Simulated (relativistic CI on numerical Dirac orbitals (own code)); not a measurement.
# Ru⁴⁺: 4d valence photoemission multiplets

Aim: the 4d valence photoemission spectrum of Ru⁴⁺ in 4 surroundings, from the same atomic integrals.

Method: Dirac-Coulomb-Breit CI, KLI orbitals optimised for each configuration, model QED (radiative potential, 1s self-energy scaled to tabulated hydrogen-like ionisation energies), valence Slater integrals scaled by 0.9, multiplet model of photoemission in the sudden approximation. Code: relativistic CI on numerical Dirac orbitals (own code) version 1.

### Step 1. The system

```
ion            : Ru⁴⁺ (Ru V)
nuclear charge : 44
electrons      : 40
configurations : [Kr] 4d4 → [Kr] 4d3
temperature    : 80 K
widths         : Lorentz 0.3 eV, Gauss 0.5 eV
surrounding 1  : free ion
surrounding 2  : D3d, 10Dq = 43200, Dsigma = -1200, Dtau = 300 cm⁻¹
surrounding 3  : D3d, 10Dq = 43200, Dsigma = -720, Dtau = 300 cm⁻¹
surrounding 4  : D3d, 10Dq = 43200, Dsigma = -240, Dtau = 300 cm⁻¹
```

### Step 2. Surrounding 1: free ion

Settings of the run:

```ini
atom Ru  Z=44  charge=4  electrons=40
nucleus A=102  rms_radius_fm=4.4809
hamiltonian dirac-coulomb  breit=on  qed=on  c_scale=1
orbitals kli  potential=per-configuration
slater_scale 0.9
correlation none
mixing on
configurations
  [Kr] 4d4
  [Kr] 4d3
end
photoemission 4d valence T=80 lorentz=0.3 gauss=0.5
crystal_field free
```

From the run's result record (rounded, not every field):

```text
{
  "status": "converged",
  "curve, one point in 2 above 2 % of the maximum [energy, intensity] [eV; 1/eV]": [
    [57.7, 0.01633],
    [57.9, 0.02176],
    [58.1, 0.03076],
    [58.3, 0.0478],
    [58.5, 0.08723],
    [58.7, 0.1913],
    [58.9, 0.4195],
    [59.1, 0.7016],
    [59.3, 0.7709],
    [59.5, 0.5457],
    [59.7, 0.2753],
    [59.9, 0.1283],
    [60.1, 0.07593],
    [60.3, 0.06738],
    [60.5, 0.09581],
    [60.7, 0.1793],
    [60.9, 0.286],
    [61.1, 0.3027],
    [61.3, 0.2121],
    [61.5, 0.1205],
    [61.7, 0.075],
    [61.9, 0.05135],
    [62.1, 0.03285],
    [62.3, 0.02108]
  ],
  "sticks, the strongest [energy, strength] [eV, share]": [
    [59.16, 0.3674],
    [59.33, 0.34],
    [61.01, 0.2422],
    [61.29, 0.02521],
    [61.78, 0.02243],
    [62.28, 0.0002552],
    [62.4, 0.001978],
    [63.62, 0.0004055],
    [66.03, 3.814e-05]
  ],
  "centroid [eV]": 59.7863,
  "spread [eV]": 0.86382,
  "peak [eV]": 59.2,
  "ground_S": 1.97837,
  "radial 4d3 [Ha, bohr]": {"<r^-3>(4d)": 8.0443, "<r^1>(4d)": 1.3162, "<r^2>(4d)": 2.0014, "<r^4>(4d)": 6.4923, "F2(4d,4d)": 0.3523, "F4(4d,4d)": 0.23405, "zeta(4d)": 0.0064081}
}
```

Run time: 0.22 s. Hardware: 1 thread, shared host.

### Step 3. Surrounding 2: D3d, 10Dq = 43200, Dsigma = -1200, Dtau = 300

Settings: those of step 2 with these lines changed.

```diff
@@ -12,2 +12,2 @@
 photoemission 4d valence T=80 lorentz=0.3 gauss=0.5
-crystal_field free
+crystal_field D3d 10Dq=43200 Dsigma=-1200 Dtau=300
```

Main fields:

```text
{
  "status": "converged",
  "curve, one point in 3 above 2 % of the maximum [energy, intensity] [eV; 1/eV]": [
    [57.6, 0.0116],
    [57.9, 0.01884],
    [58.2, 0.03908],
    [58.5, 0.123],
    [58.8, 0.3431],
    [59.1, 0.371],
    [59.4, 0.1495],
    [59.7, 0.05268],
    [60, 0.03559],
    [60.3, 0.04319],
    [60.6, 0.09451],
    [60.9, 0.3011],
    [61.2, 0.5434],
    [61.5, 0.3473],
    [61.8, 0.1218],
    [62.1, 0.0949],
    [62.4, 0.1715],
    [62.7, 0.179],
    [63, 0.08027],
    [63.3, 0.02754],
    [63.6, 0.01369]
  ],
  "sticks, the strongest [energy, strength] [eV, share]": [
    [58.97, 0.3517],
    [61.17, 0.08079],
    [61.18, 0.1456],
    [61.25, 0.1261],
    [61.26, 0.09314],
    [61.33, 0.02469],
    [62.48, 0.07279],
    [62.66, 0.08155]
  ],
  "centroid [eV]": 60.735,
  "spread [eV]": 1.54812,
  "peak [eV]": 61.2,
  "ground_S": 1.00204
}
```

It took 0.19 s on 1 thread, shared host.

### Step 4. Surrounding 3: D3d, 10Dq = 43200, Dsigma = -720, Dtau = 300

Settings: those of step 3 with these lines changed.

```diff
@@ -12,2 +12,2 @@
 photoemission 4d valence T=80 lorentz=0.3 gauss=0.5
-crystal_field D3d 10Dq=43200 Dsigma=-1200 Dtau=300
+crystal_field D3d 10Dq=43200 Dsigma=-720 Dtau=300
```

Main fields:

```text
{
  "status": "converged",
  "curve, one point in 3 above 2 % of the maximum [energy, intensity] [eV; 1/eV]": [
    [57.6, 0.01193],
    [57.9, 0.0196],
    [58.2, 0.04169],
    [58.5, 0.1341],
    [58.8, 0.358],
    [59.1, 0.3593],
    [59.4, 0.1383],
    [59.7, 0.04996],
    [60, 0.03477],
    [60.3, 0.04275],
    [60.6, 0.09419],
    [60.9, 0.3005],
    [61.2, 0.5379],
    [61.5, 0.3382],
    [61.8, 0.1181],
    [62.1, 0.09447],
    [62.4, 0.1807],
    [62.7, 0.1882],
    [63, 0.07899],
    [63.3, 0.02688],
    [63.6, 0.01366]
  ],
  "sticks, the strongest [energy, strength] [eV, share]": [
    [58.95, 0.3527],
    [61.17, 0.1807],
    [61.23, 0.09659],
    [61.25, 0.1676],
    [61.3, 0.01838],
    [62.48, 0.03704],
    [62.59, 0.02599],
    [62.6, 0.1077]
  ],
  "centroid [eV]": 60.7297,
  "spread [eV]": 1.5594,
  "peak [eV]": 61.2,
  "ground_S": 1.00204
}
```

Run time: 0.18 s. Hardware: 1 thread, shared host.

### Step 5. Surrounding 4: D3d, 10Dq = 43200, Dsigma = -240, Dtau = 300

Settings: those of step 4 with these lines changed.

```diff
@@ -12,2 +12,2 @@
 photoemission 4d valence T=80 lorentz=0.3 gauss=0.5
-crystal_field D3d 10Dq=43200 Dsigma=-720 Dtau=300
+crystal_field D3d 10Dq=43200 Dsigma=-240 Dtau=300
```

Main fields:

```text
{
  "status": "converged",
  "curve, one point in 3 above 2 % of the maximum [energy, intensity] [eV; 1/eV]": [
    [57.6, 0.01139],
    [57.9, 0.01838],
    [58.2, 0.03764],
    [58.5, 0.117],
    [58.8, 0.3329],
    [59.1, 0.3736],
    [59.4, 0.1544],
    [59.7, 0.05396],
    [60, 0.03609],
    [60.3, 0.0438],
    [60.6, 0.096],
    [60.9, 0.3041],
    [61.2, 0.5547],
    [61.5, 0.3664],
    [61.8, 0.1255],
    [62.1, 0.07767],
    [62.4, 0.1427],
    [62.7, 0.1833],
    [63, 0.08972],
    [63.3, 0.02966],
    [63.6, 0.01415]
  ],
  "sticks, the strongest [energy, strength] [eV, share]": [
    [58.98, 0.3486],
    [61.16, 0.1869],
    [61.2, 0.04782],
    [61.26, 0.04388],
    [61.28, 0.1587],
    [61.32, 0.04953],
    [62.64, 0.1038],
    [62.65, 0.04231]
  ],
  "centroid [eV]": 60.74,
  "spread [eV]": 1.53758,
  "peak [eV]": 61.2,
  "ground_S": 1.00049
}
```

Run time: 0.19 s. Hardware: 1 thread, shared host.

### Step 6. The spectra side by side

| surrounding | ground S | centroid (eV) | spread (eV) | up to four highest peaks (% of the highest), eV |
| --- | --- | --- | --- | --- |
| 1: free | 1.98 | 59.79 | 0.86 | 59.2 (100), 61.0 (40) |
| 2: D3d | 1.00 | 60.74 | 1.55 | 59.0 (75), 61.2 (100), 62.6 (36) |
| 3: D3d | 1.00 | 60.73 | 1.56 | 59.0 (76), 61.2 (100), 62.6 (39) |
| 4: D3d | 1.00 | 60.74 | 1.54 | 59.0 (73), 61.2 (100), 62.6 (34) |

### Step 7. Outcome

```
                           quantity         value
            highest peak, first run       59.2 eV
ground spin (effective S from ⟨S²⟩)  1.00 to 1.98
```

The ground spin changes between the runs (1.98 to 1.00), and the line shape with it. The position of the maximum differs by up to 2.0 eV between the surroundings, by shifts of peaks or by peaks exchanging rank. Energies are those of the free ion without screening by ligands; binding energies in solids differ by tens of eV.
